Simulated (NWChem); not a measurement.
# One shape, several levels: BNH3F3 (SMILES [NH3+][B-](F)(F)F)

Wanted: a comparison of 4 runs (wB97X/cc-pVDZ, B2PLYP/cc-pVDZ, CAM-B3LYP/cc-pVDZ, MP3/cc-pVDZ) of BNH3F3. 

The calculation is run with NWChem 7.3.0.

**1. The structure to begin with**

BNH3F3: 8 atoms, total charge 0, spin state singlet. As SMILES, `[NH3+][B-](F)(F)F`. The N1–H7 distance was set to 1.827 Å, away from the relaxed value. At this shape a bond of the SMILES string is far longer than usual.

Bond lengths: N1–B2 1.674 Å, B2–F3 1.368 Å, B2–F4 1.368 Å, B2–F5 1.368 Å, N1–H6 1.015 Å, N1–H8 1.015 Å. Angles: N1–B2–F3 104.1°, N1–B2–F4 104.1°, N1–B2–F5 104.1°, F3–B2–F4 114.2°, F3–B2–F5 114.2°, F4–B2–F5 114.2°, B2–N1–H6 110.1°, B2–N1–H8 110.1°, H6–N1–H8 108.9°.

**2. The energy at wB97X/cc-pVDZ (run 1)**

Input file run.py:

```python
from ase import Atoms
from ase.calculators.nwchem import NWChem

atoms = Atoms(['N', 'B', 'F', 'F', 'F', 'H', 'H', 'H'], positions=[
    [-0.898177, -0.249988, -0.035060],
    [0.135123, -0.158888, -1.348860],
    [1.124723, -1.057988, -1.058860],
    [-0.647777, -0.509688, -2.414660],
    [0.547223, 1.145712, -1.360160],
    [-1.676677, 0.389712, -0.158760],
    [-0.006300, 0.194600, 1.496700],
    [-1.260677, -1.193688, 0.058540],
])

calc = NWChem(
    label='mymol',
    theory='dft',
    memory='2200 mb',
    basis='cc-pVDZ',
    basispar='spherical bse',
    dft={'xc': 'wb97x', 'mult': '1', 'grid': 'xfine', 'convergence': 'energy 1e-08', 'iterations': '100', 'mulliken': None, 'print': 'low'},
    task='energy',
)
atoms.calc = calc

e = atoms.get_potential_energy()
print(f"E = {e:.6f} eV")
```

On the command line:

```sh
export ASE_NWCHEM_COMMAND="nwchem PREFIX.nwi > PREFIX.nwo"
python run.py
```

The program printed:

```text
E = -10365.596270 eV
```

The calculator wrote mymol.nwi:

```
title "mymol"

permanent_dir mymol

scratch_dir mymol

start mymol

geometry units angstrom nocenter noautosym noautoz
  N  -8.9817700000000000e-01 -2.4998799999999999e-01 -3.5060000000000001e-02
  B  1.3512299999999999e-01 -1.5888800000000000e-01 -1.3488599999999999e+00
  F  1.1247229999999999e+00 -1.0579879999999999e+00 -1.0588599999999999e+00
  F  -6.4777700000000005e-01 -5.0968800000000003e-01 -2.4146600000000000e+00
  F  5.4722300000000001e-01 1.1457120000000001e+00 -1.3601600000000000e+00
  H  -1.6766770000000000e+00 3.8971200000000000e-01 -1.5876000000000001e-01
  H  -6.3000000000000000e-03 1.9460000000000000e-01 1.4966999999999999e+00
  H  -1.2606770000000000e+00 -1.1936880000000001e+00 5.8540000000000002e-02
end

memory 2200 mb

basis spherical bse noprint
   * library cc-pVDZ
end

dft
  xc wb97x
  mult 1
  grid xfine
  convergence energy 1e-08
  iterations 100
  mulliken
  print low
end

task dft energy
```

mymol.nwo:

```text
Northwest Computational Chemistry Package (NWChem) 7.3.0
             --------------------------------------------------------

           Job information
           ---------------

    nwchem branch   = 7.3.0
    use scalapack   = T
    input           = mymol.nwi
    prefix          = mymol.
    data base       = mymol/mymol.db
    status          = startup
    nproc           =        1

           Memory information
           ------------------

    heap     =     72089598 doubles =      550.0 Mbytes
    stack    =     72089595 doubles =      550.0 Mbytes
    global   =    144179200 doubles =     1100.0 Mbytes (distinct from heap & stack)
    total    =    288358393 doubles =     2200.0 Mbytes
    verify   = yes
    hardfail = no

[... 38 lines left out ...]
            Nuclear Dipole moment (a.u.)
[... 74 lines left out ...]
   convergence    iter        energy       DeltaE   RMS-Dens  Diis-err    time
[... 14 lines left out ...]
         Total DFT energy =     -380.928639972860
      One electron energy =     -904.408150571556
           Coulomb energy =      378.295530313821
    Exchange-Corr. energy =      -43.410295140038
 Nuclear repulsion energy =      188.594275424913
[... 9 lines left out ...]
    Atom       Charge   Shell Charges
 -----------   ------   -------------------------------------------------------
    1 N    7     7.11   2.01  0.78  0.67  2.31  1.34  0.01
    2 B    5     4.83   2.01  0.53  0.03  1.47  0.34  0.45
    3 F    9     9.21   2.01  0.89  0.95  3.36  1.99  0.00
[... 4 lines of this table left out ...]
    8 H    1     0.85   0.71  0.09  0.05

     -------------------------------------------
      Total Density - Lowdin Population Analysis
     -------------------------------------------

    Atom       Charge   Shell Charges
 -----------   ------   -------------------------------------------------------
    1 N    7     6.79   1.90  0.69  0.52  2.08  1.56  0.04
    2 B    5     5.80   1.86  0.49  0.28  1.36  0.70  1.12
    3 F    9     8.94   1.92  0.89  0.81  3.22  2.10  0.01
[... 4 lines of this table left out ...]
    8 H    1     0.91   0.58  0.20  0.14

 Task  times  cpu:       70.4s     wall:       70.4s
 Total times  cpu:       70.4s     wall:       70.4s
```

Wall time 71 s (1 thread of Intel Xeon Platinum 8488C (Sapphire Rapids), shared host); peak memory 0.14 GiB.

**3. A single-point energy at B2PLYP/cc-pVDZ (run 2)**

Input file bf3h3n.nw:

```
start bf3h3n
memory total 2200 mb
geometry units au noautosym nocenter noautoz
N  -1.69730854 -0.47240885 -0.06625380
B   0.25534546 -0.30025480 -2.54897598
F   2.12541844 -1.99930756 -2.00095540
F  -1.22412112 -0.96317073 -4.56304608
F   1.03410160  2.16508190 -2.57032989
H  -3.16846033  0.73644895 -0.30001292
H  -0.01190527  0.36774070  2.82835309
H  -2.38233426 -2.25574340  0.11062457
end
basis spherical bse
* library cc-pVDZ
end
dft
xc hfexch 0.53 becke88 0.47 lyp 0.73 mp2 0.27
dftmp2 semidirect
grid xfine
convergence energy 1e-08
iterations 100
mulliken
print low
end
mp2
freeze core 5
end
task dft energy
```

On the command line:

```sh
nwchem bf3h3n.nw > bf3h3n.out
```

The program printed:

```text
[...]
 d= 0,ls=0.0,diis     1   -380.3355200586 -5.69D+02  1.09D-02  8.80D-01     4.3
[...]
 d= 0,ls=0.0,diis     8   -380.4462575416 -7.50D-09  6.13D-06  1.99D-06    26.2
         Total DFT energy =     -380.446257541641
      One electron energy =     -904.430551241342
           Coulomb energy =      378.353249901798
    Exchange-Corr. energy =      -42.963218042830
 Nuclear repulsion energy =      188.594261840733
[...]
      Total Density - Mulliken Population Analysis
     ---------------------------------------------
    Atom       Charge   Shell Charges
 -----------   ------   -------------------------------------------------------
    1 N    7     7.14   2.01  0.78  0.68  2.29  1.36  0.02
    2 B    5     4.67   2.01  0.52 -0.01  1.42  0.29  0.44
    3 F    9     9.25   2.00  0.89  0.97  3.36  2.02  0.00
    4 F    9     9.24   2.00  0.89  0.97  3.36  2.01  0.00
    5 F    9     9.25   2.00  0.89  0.97  3.36  2.02  0.00
    6 H    1     0.85   0.70  0.09  0.06
    7 H    1     0.76   0.41  0.34  0.01
    8 H    1     0.85   0.70  0.09  0.06
[...]
  Basis functions       =     85
[...]
```

Run time: 30 s. Hardware: 1 thread of Intel Xeon Platinum 8488C (Sapphire Rapids), shared host; peak memory 0.26 GiB.

**4. The energy at CAM-B3LYP/cc-pVDZ (run 3)**

Input file a.nw:

```
start a
title "BF3H3N energy"
memory stack 880 mb heap 220 mb global 1100 mb
geometry noautosym nocenter noautoz
 N    -0.898177   -0.249988   -0.035060
 B     0.135123   -0.158888   -1.348860
 F     1.124723   -1.057988   -1.058860
 F    -0.647777   -0.509688   -2.414660
 F     0.547223    1.145712   -1.360160
 H    -1.676677    0.389712   -0.158760
 H    -0.006300    0.194600    1.496700
 H    -1.260677   -1.193688    0.058540
end
basis spherical bse
 * library cc-pVDZ
end
dft
 xc xcamb88 1.00 lyp 0.81 vwn_5 0.19 hfexch 1.00
 cam 0.33 cam_alpha 0.19 cam_beta 0.46
 grid xfine
 convergence energy 1e-08
 direct
 iterations 100
 mulliken
 noprint "final vectors analysis"
end
task dft energy
```

On the command line:

```sh
nwchem a.nw > a.out
```

The program printed:

```text
[...]
          Wavefunction type:  closed shell.
          No. of atoms     :     8
          No. of electrons :    42
[...]
          Charge           :     0
          Spin multiplicity:     1
[...]
          AO basis - number of functions:    85
[...]
              XC Information
              --------------
                     Hartree-Fock (Exact) Exchange  1.000
                   CAM-Becke88 Exchange Functional  1.000
                      VWN V Correlation Functional  0.190 local
              Lee-Yang-Parr Correlation Functional  0.810
[...]
 d= 0,ls=0.0,diis     1   -380.7829393279 -5.69D+02  1.26D-02  1.07D+00     7.0
[...]
 d= 0,ls=0.0,diis    10   -380.9099202787 -5.34D-09  1.40D-06  9.29D-09    62.9
         Total DFT energy =     -380.909920278706
      One electron energy =     -904.451114902490
           Coulomb energy =      378.340709296979
    Exchange-Corr. energy =      -43.393790098108
 Nuclear repulsion energy =      188.594275424914
[...]
      Total Density - Mulliken Population Analysis
     ---------------------------------------------
    Atom       Charge   Shell Charges
 -----------   ------   -------------------------------------------------------
    1 N    7     7.09   2.01  0.78  0.67  2.33  1.29  0.01
    2 B    5     4.87   2.02  0.53  0.03  1.49  0.37  0.44
    3 F    9     9.19   2.01  0.89  0.95  3.37  1.97  0.00
    4 F    9     9.18   2.01  0.89  0.95  3.37  1.96  0.00
    5 F    9     9.19   2.01  0.89  0.95  3.37  1.97  0.00
    6 H    1     0.85   0.70  0.10  0.05
    7 H    1     0.76   0.42  0.34  0.01
    8 H    1     0.85   0.70  0.10  0.05
[...]
```

Wall time 64 s (1 thread of Intel Xeon Platinum 8488C (Sapphire Rapids), shared host); peak memory 0.13 GiB.

**5. A single-point energy at MP3/cc-pVDZ (run 4)**

Input file bf3h3n.nw:

```
start bf3h3n
title "BF3H3N energy"
memory stack 330 mb heap 110 mb global 1760 mb

geometry noautosym nocenter noautoz
  N    -0.898177   -0.249988   -0.035060
  B     0.135123   -0.158888   -1.348860
  F     1.124723   -1.057988   -1.058860
  F    -0.647777   -0.509688   -2.414660
  F     0.547223    1.145712   -1.360160
  H    -1.676677    0.389712   -0.158760
  H    -0.006300    0.194600    1.496700
  H    -1.260677   -1.193688    0.058540
end

basis spherical bse
  N library cc-pVDZ
  B library cc-pVDZ
  F library cc-pVDZ
  H library cc-pVDZ
end

scf
  thresh 1e-08
  maxiter 80
  print low
end

tce
  scf
  mbpt3
  freeze core 5
  maxiter 60
end

task tce
```

On the command line:

```sh
nwchem bf3h3n.nw > bf3h3n.out
```

The program printed:

```text
[...]
  functions       =    85
[...]
  wavefunction    = RHF
[...]
         Total SCF energy =   -379.264986603565
      One-electron energy =   -904.242863106885
      Two-electron energy =    336.383601078406
 Nuclear repulsion energy =    188.594275424914
        Time for solution =     19.3s
[...]
         Wavefunction type : Restricted Hartree-Fock
          No. of electrons :    42
[...]
         Spin multiplicity : singlet
[...]
```

Run time: 49 s. Hardware: 1 thread of Intel Xeon Platinum 8488C (Sapphire Rapids), shared host; peak memory 1.4 GiB.

**6. The series**

| run | level | frozen core orbitals | integration grid | energy (Eh) | wall time |
| --- | --- | --- | --- | --- | --- |
| 1 | wB97X/cc-pVDZ | – | xfine | -380.928640 | 71 s |
| 2 | B2PLYP/cc-pVDZ | 5 | xfine | -380.723809 | 30 s |
| 3 | CAM-B3LYP/cc-pVDZ | – | xfine | -380.909920 | 64 s |
| 4 | MP3/cc-pVDZ | 5 | – | -380.126757 | 49 s |

**7. Results**

| quantity | value |
| --- | --- |
| run 4: total energy | -380.12676 Eh |
| run 4: correlation energy (5 core orbitals frozen) | -861.8 mEh |

Totals of different functionals can't be ranked against each other. All runs together took 3.6 min, the longest 71 s.
